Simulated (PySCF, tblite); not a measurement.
**C5H5ClF2O2: geometry, infrared bands and NMR shifts**

Wanted: the infrared bands and NMR shifts of C5H5ClF2O2 (`O=C(CC(F)F)O/C=C/Cl`), by calculation.

Computed with tblite 0.8.0 and PySCF 2.14.0, with density-fitted response routines of our own, on a single molecule in the gas phase. Atoms count from 0, in the outputs and in this text.

## (1) Starting geometry

15 atoms, charge 0, multiplicity 1; geometry from: force field or distance geometry start.

Bonds of the start (Å): O0–C1 1.28, C1–C2 1.46, C2–C3 1.52, C3–F4 1.37, C3–F5 1.40, C1–O6 1.37, O6–C7 1.41, C7–C8 1.34, C8–Cl9 1.76, C2–H10 1.10, C2–H11 1.13, C3–H12 1.13, C7–H13 1.09, C8–H14 1.08.

## (2) Geometry optimisation with GFN2-xTB

What the job is given:

```
{"job": {"kind": "relax", "xc": "GFN2-xTB", "basis": "xTB"}, "charge": 0, "multiplicity": 1}
O      0.062200    -0.224800     0.900400
C     -0.096200     0.226600    -0.286900
C     -1.468700     0.303700    -0.786000
C     -2.467000    -0.173500     0.256500
F     -3.764700    -0.109200    -0.190800
F     -2.172900    -1.507500     0.549600
O      0.942100     0.619400    -1.082500
C      2.266300     0.549600    -0.612200
C      2.807400    -0.624000    -0.243400
Cl     4.468300    -0.575600     0.323500
H     -1.599800    -0.206600    -1.756600
H     -1.750800     1.385300    -0.957000
H     -2.308200     0.407700     1.215400
H      2.842200     1.477100    -0.570800
H      2.235300    -1.540300    -0.286800
```

Run with:

```bash
$ OMP_NUM_THREADS=1 python probes_run.py task.json out
```

The driver reads the jobs from task.json and runs them one after another.

**Question.** This job is followed by: GFN2-xTB harmonic vibrations, gas phase; GIAO PBE0/pcSseg-1 NMR shielding, non-relativistic, gas phase. What will the session give for the following? strongest single infrared mode (GFN2-xTB); zero-point energy (GFN2-xTB); ¹³C shifts against TMS (PBE0/pcSseg-1); ¹H shifts against TMS (PBE0/pcSseg-1, means over atoms taken as alike); ¹⁷O shifts against H2O (PBE0/pcSseg-1); ¹⁹F shifts against CFCl3 (PBE0/pcSseg-1, means over atoms taken as alike); ³⁵Cl shifts against HCl (PBE0/pcSseg-1).

As calculated:

| quantity | value |
| --- | --- |
| strongest single infrared mode (GFN2-xTB) | 1775 cm⁻¹, 336 km/mol |
| zero-point energy (GFN2-xTB) | 59.4 kcal/mol |
| ¹³C shifts against TMS (PBE0/pcSseg-1) | 173.4, 148.2, 128.5, 121.9, 45.4 ppm |
| ¹H shifts against TMS (PBE0/pcSseg-1, means over atoms taken as alike) | 8.12, 6.82, 6.71, 2.96 ppm |
| ¹⁷O shifts against H2O (PBE0/pcSseg-1) | 450.5, 249.1 ppm |
| ¹⁹F shifts against CFCl3 (PBE0/pcSseg-1, means over atoms taken as alike) | -136.7 ppm |
| ³⁵Cl shifts against HCl (PBE0/pcSseg-1) | 156 ppm |

In words: Relaxing lowered the energy by 0.812 eV in 147 steps; the close pair that moved most is O0–C1, from 1.280 to 1.200 Å. No mode is imaginary among the 39: a minimum at this level. The strongest single mode, at 1775 cm⁻¹, moves mainly C1 and O0. Unscaled tight-binding wavenumbers are off by several per cent, some by more. Its intensities can rank the bands wrongly. At PBE0/pcSseg-1: The widest tensor belongs to O0: span 712 ppm, with a paramagnetic part of -519 ppm.
